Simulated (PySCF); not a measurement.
# C2H7Ge2N: the cost of one run

Computed with PySCF 2.14.0, with density-fitted response routines of our own, on a single molecule in the gas phase. Atoms are numbered from 0 throughout.

## 1. The molecule as given

12 atoms, charge 0, multiplicity 1; geometry from: GFN2-xTB. The atoms were then displaced at random by about 0.01 Å, so the start is not that level's minimum.

Bonds of the start (Å): C0–C1 1.20, C1–Ge2 1.91, Ge2–N3 1.78, N3–Ge4 1.84, C0–H5 1.06, Ge2–H6 1.48, Ge2–H7 1.51, N3–H8 1.03, Ge4–H9 1.52, Ge4–H10 1.47, Ge4–H11 1.50.

## 2. Geometry optimisation at PBE0-D3(BJ)/def2-SVP

What the job is given:

```
{"job": {"xc": "PBE0", "basis": "def2-SVP", "d3": "d3bj", "grid": 1, "shake": 0.01, "kind": "geom"}, "charge": 0, "multiplicity": 1}
C      2.573810     1.429770     0.440490
C      1.931390     0.509020     0.008810
Ge     0.843260    -0.943790    -0.599370
N     -0.715740    -0.995250     0.252560
Ge    -2.024300     0.283270     0.090070
H      3.109380     2.278510     0.790170
H      0.597260    -0.763880    -2.050730
H      1.576390    -2.230570    -0.287510
H     -0.723490    -1.437520     1.181650
H     -1.639850     1.593980     0.749390
H     -2.241810     0.497440    -1.352680
H     -3.246620    -0.249240     0.768130
```

The run is started by

```bash
$ OMP_NUM_THREADS=1 python probes_run.py task.json out
```

One launch serves the whole session: the jobs run in the order shown.

Q: Estimate the wall time and peak memory of this first job on 1 thread of Arm Neoverse N1, shared host.

About 2.8 min, with a peak of 0.54 GiB.
